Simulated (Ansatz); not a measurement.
Input of an Ansatz 0.2.0 run:

The input input.yaml:

```yaml
crystal:
  lattice:
    - [-1.37004, 1.37004, 9.71647]
    - [1.37004, -1.37004, 9.71647]
    - [1.37004, 1.37004, -9.71647]
  atoms:
    - { symbol: Ni, position: [0.19862, 0.19862, 0.0], spin: 1.0 }
    - { symbol: Mo, position: [0.60922, 0.60922, 0.0], spin: 1.0 }
    - { symbol: Pd, position: [0.7931, 0.7931, 0.0] }
    - { symbol: Ir, position: [0.39944, 0.39944, 0.0], spin: 0.6 }
    - { symbol: W, position: [0.99565, 0.99565, 0.0] }
hamiltonian:
  xc: pbe
  pseudopotentials: { kind: paw }
  dispersion: d3bj
magnetization:
  spin_polarized: true
kpoints:
  mp_grid: { grid: [10, 10, 10] }
scf:
  occupations: { method: fermi_dirac, width: 0.05 }
output:
  forces: true
  stress: true
  eigenvalues: true
relax:
  f_tol: 0.01
  max_steps: 40
  cell: { stress_tol: 0.05 }
```

Potentials or basis: Ansatz PAW.

Run with:

```sh
$ ansatz run input.yaml --threads 8 --pin off --max-ram 20480MiB --backend cpu --events-out ev --progress --plain --runs-dir out
```

Predict the absolute moment.

0.00 μB per cell.

Estimate the space group after relaxing (to 0.05 Å).

I4mm (No. 107).

Predict the band gap on the k mesh.

none (metal or under the smearing width).

Predict the relaxed volume.

14.15 Å³/atom.

Step by step:
| step | energy change (eV) | largest force (eV/Å) | volume (Å³) |
| --- | --- | --- | --- |
| 1 | 0.0000 | 0.0561 | 72.95 |
| 2 | -0.0511 | 0.0603 | 71.05 |
| 3 | -0.0525 | 0.0219 | 70.75 |
| 4 | -0.0525 | 0.0064 | 70.76 |
| 5 | -0.0515 | 0.0065 | 70.76 |

Caveat: the plane-wave basis is chosen anew once the cell has moved, so the energies of steps on either side of that aren't comparable; pairwise dispersion overbinds metals, which lowers pressure and volume; the starting moments weren't kept. The run has no spin-orbit coupling, so splittings on Ir, W are missing.
